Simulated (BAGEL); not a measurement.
**BCl3 (boron trichloride): RI-MP2/6-311+G(d,p) (density fitting with cc-pvqz-jkfit)**

What is the energy change on altering one bond length of BCl3 (boron trichloride) at RI-MP2/6-311+G** (density fitting with cc-pvqz-jkfit)? 

The calculation is run with BAGEL 1.2.2.

## Step 1: The system as given

BCl3 has 4 atoms, charge 0, and is taken as a singlet. As SMILES, `ClB(Cl)Cl`. The shape is that of a PBE0-D4/def2-TZVP optimisation.

Bond lengths: Cl1–B2 1.737 Å, B2–Cl3 1.737 Å, B2–Cl4 1.737 Å. Angles: Cl1–B2–Cl3 120.0°, Cl1–B2–Cl4 120.0°, Cl3–B2–Cl4 120.0°.

## Step 2: The energy at RI-MP2/6-311+G(d,p) (density fitting with cc-pvqz-jkfit)

The input, job.json:

```json
{ "bagel" : [

{
  "title" : "molecule",
  "basis" : "6-311+gss.json",
  "df_basis" : "cc-pvqz-jkfit",
  "angstrom" : true,
  "geometry" : [
    { "atom" : "Cl", "xyz" : [      -0.257920,       0.516440,       1.638340 ] },
    { "atom" : "B", "xyz" : [       0.000000,       0.000000,      -0.000010 ] },
    { "atom" : "Cl", "xyz" : [       0.942010,      -1.423060,      -0.324000 ] },
    { "atom" : "Cl", "xyz" : [      -0.684100,       0.906610,      -1.314320 ] }
  ]
},

{ "title" : "hf" },

{ "title" : "mp2", "ncore" : 16 }

]}
```

The basis set 6-311+G** is read from a file made from the Basis Set Exchange's data (not shown).

On the command line:

```sh
$ BAGEL_NUM_THREADS=1 BAGEL job.json > job.out
```

The program printed:

```text
* using 1 threads per process

  ===============================================================
  ===============================================================

  *** Geometry ***

  { "atom" : "Cl", "xyz" : [     -0.487398,      0.975930,      3.096014 ] },
  { "atom" : "B", "xyz" : [      0.000000,      0.000000,     -0.000019 ] },
  { "atom" : "Cl", "xyz" : [      1.780141,     -2.689194,     -0.612271 ] },
  { "atom" : "Cl", "xyz" : [     -1.292762,      1.713245,     -2.483705 ] },

  Number of auxiliary basis functions:      550

  Since a DF basis is specified, we compute 2- and 3-index integrals:
    o Being stored without compression. Storage requirement is 0.055 GB

  Number of basis functions:      112
  Number of electrons      :       56

    * METHOD: MOLECULE                             0.29

  *** RHF ***

  === Nuclear Repulsion ===
   230.1731617545

      * DIIS with orbital gradients will be used.

  === RHF iteration (6-311+gss.json) ===
      0      -1403.23558419          0.01217409           0.15
      1      -1403.31498631          0.00678046           0.15
      2      -1403.33833925          0.00116964           0.15
      3      -1403.33944126          0.00028084           0.15
      4      -1403.33951254          0.00004923           0.16
      5      -1403.33951644          0.00001159           0.15
      6      -1403.33951664          0.00000208           0.16
      7      -1403.33951664          0.00000037           0.15
      8      -1403.33951664          0.00000006           0.15
      9      -1403.33951664          0.00000001           0.15
     10      -1403.33951664          0.00000000           0.16
    * SCF iteration converged.

    * Permanent dipole moment:
           (    0.000021,    -0.000035,     0.000050) a.u.

    * METHOD: HF                                   1.92

  *** RHF ***

  === Nuclear Repulsion ===
   230.1731617545

      * DIIS with orbital gradients will be used.

  === RHF iteration (6-311+gss.json) ===
      0      -1403.33951664          0.00000000           0.15
    * SCF iteration converged.

    * Permanent dipole moment:
           (    0.000021,    -0.000035,     0.000050) a.u.

  === DF-MP2 calculation ===

    * freezing 16 orbitals
    * 3-index integral transformation done
    * assembly done

      MP2 correlation energy:   -0.5009262371      0.08

      MP2 total energy:       -1403.8404428796

    * METHOD: MP2                                  0.39

  ===============================================================
```

Run time: 2.8 s. Hardware: 1 thread of Arm Neoverse V2, shared host; peak memory 0.17 GiB.

## Step 3: The distorted shape

The input, job.json:

```json
{ "bagel": [

{
  "title": "molecule",
  "basis": "6-311+gss.json",
  "df_basis": "cc-pvqz-jkfit",
  "angstrom": true,
  "geometry": [
    { "atom": "Cl", "xyz": [   -0.567430,    1.136180,    3.604396 ] },
    { "atom": "B", "xyz": [    0.000000,    0.000000,   -0.000010 ] },
    { "atom": "Cl", "xyz": [    0.942010,   -1.423060,   -0.324000 ] },
    { "atom": "Cl", "xyz": [   -0.684100,    0.906610,   -1.314320 ] }
  ]
},
{ "title": "hf" },
{ "title": "mp2", "ncore": 16 }

]}
```

The basis set 6-311+G** is read from a file made from the Basis Set Exchange's data (not shown).

On the command line:

```sh
$ BAGEL_NUM_THREADS=1 BAGEL job.json > job.out
```

The program printed:

```text
* using 1 threads per process

  ===============================================================
  ===============================================================

  *** Geometry ***

  { "atom" : "Cl", "xyz" : [     -1.072287,      2.147069,      6.811321 ] },
  { "atom" : "B", "xyz" : [      0.000000,      0.000000,     -0.000019 ] },
  { "atom" : "Cl", "xyz" : [      1.780141,     -2.689194,     -0.612271 ] },
  { "atom" : "Cl", "xyz" : [     -1.292762,      1.713245,     -2.483705 ] },

  Number of auxiliary basis functions:      550

  Since a DF basis is specified, we compute 2- and 3-index integrals:
    o Being stored without compression. Storage requirement is 0.055 GB

  Number of basis functions:      112
  Number of electrons      :       56

    * METHOD: MOLECULE                             0.28

  *** RHF ***

  === Nuclear Repulsion ===
   176.4868823356

      * DIIS with orbital gradients will be used.

  === RHF iteration (6-311+gss.json) ===
      0      -1402.88306757          0.01651622           0.15
      1      -1402.36995920          0.03016247           0.15
      2      -1403.09475442          0.00435355           0.15
      3      -1403.11288644          0.00117078           0.14
      4      -1403.11420334          0.00031347           0.14
      5      -1403.11437314          0.00015818           0.15
      6      -1403.11441219          0.00007575           0.15
      7      -1403.11442247          0.00002062           0.15
      8      -1403.11442344          0.00000882           0.15
      9      -1403.11442360          0.00000163           0.15
     10      -1403.11442361          0.00000055           0.15
     11      -1403.11442361          0.00000023           0.15
     12      -1403.11442361          0.00000008           0.15
     13      -1403.11442361          0.00000003           0.15
     14      -1403.11442361          0.00000001           0.15
    * SCF iteration converged.

    * Permanent dipole moment:
           (   -0.679426,     1.360452,     4.316036) a.u.

    * METHOD: HF                                   2.42

  *** RHF ***

  === Nuclear Repulsion ===
   176.4868823356

      * DIIS with orbital gradients will be used.

  === RHF iteration (6-311+gss.json) ===
      0      -1403.11442361          0.00000000           0.14
    * SCF iteration converged.

    * Permanent dipole moment:
           (   -0.679426,     1.360452,     4.316034) a.u.

  === DF-MP2 calculation ===

    * freezing 16 orbitals
    * 3-index integral transformation done
    * assembly done

      MP2 correlation energy:   -0.5144183464      0.07

      MP2 total energy:       -1403.6288419546

    * METHOD: MP2                                  0.38

  ===============================================================
```

Wall time 3.3 s (1 thread of Arm Neoverse V2, shared host); peak memory 0.17 GiB.

## Step 4: What came out

Level: RI-MP2/6-311+G** (density fitting with cc-pvqz-jkfit), 16 core orbitals frozen.

| quantity | value |
| --- | --- |
| first shape: total energy | -1403.84044 Eh |
| first shape: correlation energy (16 core orbitals frozen) | -500.9 mEh |
| distorted shape: total energy | -1403.62884 Eh |
| distorted shape: correlation energy (16 core orbitals frozen) | -514.4 mEh |
| energy change with the Cl1–B2 bond stretched from 1.737 to 3.822 Å | 5.758 eV |

What this shows: With the Cl1–B2 bond stretched from 1.737 to 3.822 Å the energy rises by 5.76 eV (556 kJ/mol). The first shape isn't relaxed at this level, so the change isn't measured from a minimum. A restricted reference can't describe the breaking bond well at this length.
